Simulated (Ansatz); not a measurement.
# C₃H₇BrSiZn: basis-set convergence

How large a basis does C₃H₇BrSiZn need? Two functionals are run in growing sets.

Computed with Ansatz 0.2.0, Gaussian basis. Level: one geometry, several basis sets.

Levels to be run: PBE0-D4/def2-SVP; ωB97M-V/def2-SVP; PBE0-D4/def2-QZVPP; ωB97M-V/def2-QZVPP; the functionals' def2-TZVPP values are taken from earlier runs.

**1. The relaxed structure**

The geometry comes from an earlier relaxation with PBE0-D4 in a triple-zeta def2 set; it is a stationary point, not always the lowest conformer.

SMILES `[SiH3][C]1(Br)C[CH2][Zn]1`, 13 atoms, charge 0, spin multiplicity 1.

Atoms are counted from 1 here; the program's logs count them from 0.

Bond lengths: Si1–C2 1.853 Å, Si1–H7 1.491 Å, Si1–H8 1.492 Å, Si1–H9 1.484 Å, C2–Br3 1.979 Å, C2–C4 1.541 Å, C2–Zn6 2.041 Å, C4–C5 1.544 Å, C4–H10 1.098 Å, C4–H11 1.096 Å, C5–Zn6 2.015 Å, C5–H12 1.087 Å, C5–H13 1.089 Å. Angles: C2–Si1–H7 113.3°, C2–Si1–H8 107.6°, C2–Si1–H9 109.7°, H7–Si1–H8 108.3°, H7–Si1–H9 108.5°, H8–Si1–H9 109.3°, Si1–C2–Br3 109.0°, Si1–C2–C4 120.4°, Si1–C2–Zn6 132.4°, Br3–C2–C4 109.6°, Br3–C2–Zn6 100.8°, C4–C2–Zn6 80.9°, C2–C4–C5 113.5°, C2–C4–H10 109.5°, C2–C4–H11 106.6°, C5–C4–H10 110.4°, C5–C4–H11 108.8°, H10–C4–H11 107.8° and more.

Coordinates:

```mol
C3H7BrSiZn
  3D, bonds by distance, orders not assigned

 13 13  0  0  0  0  0  0  0  0999 V2000
    0.1569   -2.0385    0.6141 Si  0  0
    0.1797   -0.1859    0.5812 C   0  0
    1.8079    0.4540    1.5072 Br  0  0
    0.0103    0.5712   -0.7497 C   0  0
   -0.5676    1.9930   -0.5795 C   0  0
   -1.1756    1.2182    1.1789 Zn  0  0
    1.3253   -2.6559   -0.0770 H   0  0
   -1.0871   -2.4868   -0.0772 H   0  0
    0.1349   -2.5148    2.0198 H   0  0
    0.9738    0.6108   -1.2748 H   0  0
   -0.6809   -0.0203   -1.3606 H   0  0
   -1.2671    2.2938   -1.3552 H   0  0
    0.1897    2.7612   -0.4273 H   0  0
  1  2  8  0
  2  3  8  0
  2  4  8  0
  4  5  8  0
  5  6  8  0
  1  7  8  0
  1  8  8  0
  1  9  8  0
  4 10  8  0
  4 11  8  0
  5 12  8  0
  5 13  8  0
  2  6  8  0
M  END
```

**2. PBE0-D4 in def2-SVP**

The input, in.yaml:

```yaml
crystal:
  periodic: [false, false, false]
  atoms:
    - {symbol: Si, position_ang: [0.156853, -2.038497, 0.614087]}
    - {symbol: C, position_ang: [0.179723, -0.185931, 0.581214]}
    - {symbol: Br, position_ang: [1.807920, 0.454025, 1.507226]}
    - {symbol: C, position_ang: [0.010259, 0.571192, -0.749654]}
    - {symbol: C, position_ang: [-0.567649, 1.993036, -0.579467]}
    - {symbol: Zn, position_ang: [-1.175611, 1.218171, 1.178924]}
    - {symbol: H, position_ang: [1.325263, -2.655887, -0.076983]}
    - {symbol: H, position_ang: [-1.087135, -2.486768, -0.077239]}
    - {symbol: H, position_ang: [0.134858, -2.514764, 2.019808]}
    - {symbol: H, position_ang: [0.973817, 0.610813, -1.274787]}
    - {symbol: H, position_ang: [-0.680863, -0.020340, -1.360578]}
    - {symbol: H, position_ang: [-1.267129, 2.293772, -1.355183]}
    - {symbol: H, position_ang: [0.189695, 2.761177, -0.427348]}
basis:
  gaussian: {orbitals: def2-SVP}
hamiltonian: {xc: pbe0, dispersion: d4}
output: {orbitals: {seedname: orbitals}}
```

Launch:

```bash
> ansatz run in.yaml --threads 2 --pin off --events-out ev --progress --plain --max-ram 22528MiB --backend cpu
```

The runs that follow: ωB97M-V in def2-SVP; PBE0-D4 in def2-QZVPP; ωB97M-V in def2-QZVPP.

**Question.** What will the summary of the whole plan be? Wanted: PBE0-D4: double and triple zeta above quadruple; ωB97M-V: double and triple zeta above quadruple.

As calculated:

| quantity | value |
| --- | --- |
| PBE0-D4: double and triple zeta above quadruple | 24.68, 3.04 eV |
| ωB97M-V: double and triple zeta above quadruple | 24.71, 2.93 eV |

PBE0-D4 gains 21.63 eV from double to triple zeta, then 3.04 eV more. These are total energies; as a rule much of such shifts cancels in differences, which this series doesn't test.
